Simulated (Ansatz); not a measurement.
# Ni: from a guess to a relaxed structure

Method: DFT PBE, scalar-relativistic, plane waves, PAW, in Ansatz 0.2.0.

### Step 1. The system as given

Symmetry: P4/mmm, No. 123, tetragonal system. The conventional cell has a = 2.026 Å, b = 2.026 Å, c = 14.000 Å, α = 90.00°, β = 90.00°, γ = 90.00°. Ni (site symmetry 4/mmm) has 4 Ni at 2.03 Å as nearest neighbours.

Coordinates:

```xyz
1
Lattice="2.0256 0.0000 0.0000 0.0000 2.0256 0.0000 0.0000 0.0000 14.0000" Properties=species:S:1:pos:R:3 pbc="T T F"
Ni    1.0128    1.0128    7.0000
```

A structure generator made this guess: random sheet by layer group and Wyckoff sites. The dimensions are guesses.

It is a sheet, periodic along a and b, with vacuum along c; volumes and pressures of the box carry no meaning, and space groups named for it are those of the box.

### Step 2. Probe: one point on a coarse mesh

Input file input.yaml:

```yaml
crystal:
  lattice:
    - [2.025621, 0.0, 0.0]
    - [0.0, 2.025621, 0.0]
    - [0.0, 0.0, 14.0]
  atoms:
    - { symbol: Ni, position: [0.5, 0.5, 0.5], spin: 2.0 }
  periodic: [true, true, false]
basis:
  ecutwfc: 420
kpoints:
  mp_grid: { grid: [8, 8, 1] }
hamiltonian:
  xc: pbe
scf:
  occupations: { method: gaussian, width: 0.1 }
  lower_state_search: "off"
output:
  forces: true
  stress: true
  eigenvalues: true
  populations: true
magnetization:
  spin_polarized: true
```

Launch:

```sh
ansatz run input.yaml --threads 1 --pin off --max-ram 2048MiB --backend cpu --events-out ev --progress --plain --runs-dir out
```

**Question.** How long does this run take on 1 thread of Arm Neoverse V1, shared host, and how much memory does it need?

About 6.7 s, with a peak of 0.32 GiB.
